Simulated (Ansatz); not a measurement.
# ZnS (F-43m): how the settings move a single-point run

Aim: see which settings change the result for ZnS (F-43m), by how much, and at what cost.

Computed with Ansatz 0.2.0 (reference: DFT PBE, scalar-relativistic, plane waves, PAW, unless a step's input says otherwise).

1 further run of the same task is left out (set aside as unsound or not needed). Runs told in other sessions of the task aren't counted.

### Step 1. Starting point

Symmetry: F-43m, No. 216, cubic system. The conventional cell has a = 5.409 Å, b = 5.409 Å, c = 5.409 Å, α = 90.00°, β = 90.00°, γ = 90.00°. Zn (site symmetry -43m) has 4 S at 2.34 Å in its first shell of neighbours. Around S (site symmetry -43m) lie 4 Zn at 2.34 Å.

Coordinates:

```
CELL_PARAMETERS angstrom
0.00000 2.70465 2.70465
2.70465 0.00000 2.70465
2.70465 2.70465 0.00000
ATOMIC_POSITIONS crystal
Zn 0.00000 0.00000 0.00000
S 0.75000 0.75000 0.75000
```

### Step 2. Reference

Contents of input.yaml:

```yaml
crystal:
  lattice:
    - [0.0, 2.7046490548, 2.7046490548]
    - [2.7046490548, 0.0, 2.7046490548]
    - [2.7046490548, 2.7046490548, 0.0]
  atoms:
    - { symbol: Zn, position: [0.0, 0.0, 0.0] }
    - { symbol: S, position: [0.75, 0.75, 0.75] }
basis:
  ecutwfc: 420
  ecutrho_ratio: 4
kpoints:
  mp_grid: { grid: [8, 8, 8] }
hamiltonian:
  xc: pbe
scf:
  occupations: { method: gaussian, width: 0.05 }
output:
  forces: true
  stress: true
  eigenvalues: true
```

Started as:

```bash
ansatz run input.yaml --threads 4 --pin off --max-ram 8192MiB --backend cpu --events-out ev --progress --plain --runs-dir out
```

### Step 3. Changing settings: mp_grid.grid [12, 12, 12], mixing.algorithm msr1, mixing.beta 0.3, mixing.ndim 8

input.yaml: that of step 2 with these lines changed.

```diff
@@ -12,3 +12,3 @@
 kpoints:
-  mp_grid: { grid: [8, 8, 8] }
+  mp_grid: { grid: [12, 12, 12] }
 hamiltonian:
@@ -17,2 +17,3 @@
   occupations: { method: gaussian, width: 0.05 }
+  mixing: { algorithm: msr1, beta: 0.3, ndim: 8 }
 output:
@@ -20,2 +21 @@
   stress: true
-  eigenvalues: true
```

### Step 4. Changing settings: mixing.algorithm msr1, mixing.beta 0.5, mixing.ndim 4, dr2_threshold 1.0e-05

input.yaml: that of step 2 with these lines changed.

```diff
@@ -17,2 +17,4 @@
   occupations: { method: gaussian, width: 0.05 }
+  mixing: { algorithm: msr1, beta: 0.5, ndim: 4 }
+  convergence: { dr2_threshold: 1.0e-05 }
 output:
@@ -20,2 +22 @@
   stress: true
-  eigenvalues: true
```

Before running it: what results should come out? Wanted: for each run, ending; energy change; pressure; gap; force.

As calculated:

| run | ending | energy change | pressure (GPa) | gap (eV) | force (eV/Å) | cycles | time |
| --- | --- | --- | --- | --- | --- | --- | --- |
| reference | converged | 0 | 1.4 | 2.10 | 0.00 | 6 | 0.62 s |
| 1: mp_grid.grid [12, 12, 12], mixing.algorithm msr1, mixing.beta 0.3, mixing.ndim 8 | converged | -0.1 meV/atom | 1.4 | 2.10 | 0.00 | 6 | 1.1 s |
| 2: mixing.algorithm msr1, mixing.beta 0.5, mixing.ndim 4, dr2_threshold 1.0e-05 | converged | 0.0 meV/atom | 1.4 | 2.10 | 0.00 | 6 | 0.58 s |

Residual by cycle in the longest SCF loop of each run; runs are numbered as in the table. The quantity is the density residual dr2, in eV.

| cycle | reference | run 1 | run 2 |
| --- | --- | --- | --- |
| 1 | 1.8e-4 | 1.9e-4 | 1.8e-4 |
| 2 | 4.8e-5 | 1.0e-4 | 1.1e-4 |
| 3 | 7.7e-6 | 3.0e-6 | 9.3e-6 |
| 4 | 9.6e-7 | 9.6e-7 | 2.9e-6 |
| 5 | 3.1e-7 | 4.1e-7 | 2.2e-7 |
| 6 | 2.1e-9 | 1.1e-8 | 2.1e-8 |

**Reading.** Of the converged runs whose energies compare with the reference's, «mp_grid.grid [12, 12, 12], mixing.algorithm msr1, mixing.beta 0.3, mixing.ndim 8» moves the energy most (-0.1 meV/atom; its mixing changes the path alone) and «mixing.algorithm msr1, mixing.beta 0.5, mixing.ndim 4, dr2_threshold 1.0e-05» least (0.0 meV/atom).

The gaps are Kohn-Sham values of a semilocal functional, not quasiparticle or optical gaps. Such gaps usually fall short of the measured ones.
